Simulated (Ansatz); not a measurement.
# CH₄FSSn radical: basis-set convergence

Aim: see how fast density functionals converge with the basis set for CH₄FSSn radical.

The runs use Ansatz 0.2.0, Gaussian basis; one geometry, several basis sets.

Levels to be run: PBE0-D4/def2-SVP; ωB97M-V/def2-SVP; PBE0-D4/def2-QZVPP; ωB97M-V/def2-QZVPP; the functionals' def2-TZVPP values are taken from earlier runs.

## Step 1: The relaxed structure

An earlier PBE0-D4 in a triple-zeta def2 set relaxation fixed the geometry. Sn takes the def2 core potential; no spin-orbit term is included.

8 atoms, charge 0, spin multiplicity 2.

Atoms are counted from 1 here; the program's logs count them from 0.

Bond lengths: C1–Sn2 2.168 Å, C1–H5 1.088 Å, C1–H6 1.089 Å, C1–H7 1.091 Å, Sn2–F3 1.941 Å, Sn2–S4 2.424 Å, S4–H8 1.345 Å. Angles: Sn2–C1–H5 109.6°, Sn2–C1–H6 109.0°, Sn2–C1–H7 105.6°, H5–C1–H6 110.7°, H5–C1–H7 110.8°, H6–C1–H7 110.9°, C1–Sn2–F3 103.8°, C1–Sn2–S4 109.4°, F3–Sn2–S4 101.7°, Sn2–S4–H8 90.9°.

## Step 2: PBE0-D4 in def2-SVP

in.yaml

```yaml
crystal:
  periodic: [false, false, false]
  atoms:
    - {symbol: C, position_ang: [0.587867, 1.174656, -0.623713]}
    - {symbol: Sn, position_ang: [-0.909780, 0.006162, 0.421710]}
    - {symbol: F, position_ang: [-0.135985, -0.268918, 2.180433]}
    - {symbol: S, position_ang: [-0.931500, -2.250509, -0.464154]}
    - {symbol: H, position_ang: [0.550797, 2.206805, -0.281192]}
    - {symbol: H, position_ang: [0.398790, 1.116543, -1.694766]}
    - {symbol: H, position_ang: [1.545359, 0.717427, -0.372017]}
    - {symbol: H, position_ang: [-1.013347, -2.759264, 0.777799]}
basis:
  gaussian: {orbitals: def2-SVP}
magnetization: {spin_polarized: true, initial_magnetization: 1}
hamiltonian: {xc: pbe0, dispersion: d4}
output: {orbitals: {seedname: orbitals}}
```

Run with:

```bash
ansatz run in.yaml --threads 4 --pin off --events-out ev --progress --plain --max-ram 10444MiB
```

After this run come: ωB97M-V in def2-SVP; PBE0-D4 in def2-QZVPP; ωB97M-V in def2-QZVPP.

**Question.** What will the summary of the whole plan be? Wanted: PBE0-D4: double and triple zeta above quadruple; ωB97M-V: double and triple zeta above quadruple.

The runs gave:

| quantity | value |
| --- | --- |
| PBE0-D4: double and triple zeta above quadruple | 9.49, 0.62 eV |
| ωB97M-V: double and triple zeta above quadruple | 9.63, 0.60 eV |

In words: For PBE0-D4 the step from double to triple zeta gains 8.87 eV and the next only 0.62 eV. Total energies overstate the basis error of differences, where much of it tends to cancel.
